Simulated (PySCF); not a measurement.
# A diatomic session: TeP

An exercise on one series of results from a longer session: the logs are not shown, and one member is left open.

Computed with PySCF 2.14.0. Level: Te def2-TZVPP with ECP28, P def2-TZVPP, scalar-relativistic core potentials.

Set-up of the first run:

A driver script around PySCF takes these settings:

```
atoms                         : Te, P
charge                        : 0
basis                         : Te def2-TZVPP with ECP28, P def2-TZVPP
Hamiltonian                   : scalar-relativistic core potentials
basis functions               : 92
electrons treated             : 39
masses in u                   : 129.9062, 30.9738
levels                        : PBE0, PBE, r²SCAN, M06, BLYP, PBEsol, M06-2X, ωB97X-V, HF, MP2, SCS-MP2, CCSD, CCSD(T)
grid                          : 80 radial by 434 angular points
occupations                   : held fixed by the projection of orbital angular momentum
dissociation limit            : Te + P, each in its ground configuration
starting distance in angstrom : 2.385
values of 2S to try           : 1, 3, 5
```

Started as:

```sh
$ OMP_NUM_THREADS=1 python dia.py task.json out
```

Steps of the session up to this table: The job; PBE0 along the bond; Other states along the same grid; PBE; r²SCAN; M06 (hybrid meta-GGA); BLYP; PBEsol; M06-2X; ωB97X-V (range-separated hybrid); UHF (mean field); Adding correlation.

One of the session's tables, all rows but one given; the rest of the session is left out.

Energy (eV) from each level's lowest point:

```
R (Å)    UHF  UHF-MP2  UHF-SCS-MP2  UHF-CCSD  UHF-CCSD(T)
1.926  1.591    1.711        1.740       n/a          n/a
2.016  0.630    0.939        0.966     0.769        0.856
2.106  0.168    0.235        0.246     0.237        0.288
2.173  0.016    0.047        0.053     0.052        0.078
2.240  0.000    0.000        0.000     0.000        0.000
2.307  0.087    0.057        0.050     0.048        0.020
2.397      ?        ?            ?         ?            ?
2.509  0.726    0.594        0.560     0.549        0.430
2.643  1.311    1.100        1.050     1.011        0.829
2.822  2.105    2.055        1.981       n/a          n/a
```

Estimate the missing values for R (Å) = 2.397.

Worked estimate for «UHF». A straight line through the neighbours (2.307, 0.087) and (2.509, 0.726) gives 0.087 + (0.726 − 0.087) × (2.397 − 2.307) / (2.509 − 2.307) = 0.372; a parabola fitted to 4 rows on both sides gives 0.332.

The run gave: UHF: 0.318; UHF-MP2: 0.246; UHF-SCS-MP2: 0.228; UHF-CCSD: 0.221; UHF-CCSD(T): 0.154. In «UHF» the line misses by +0.054 and the parabola by +0.014.
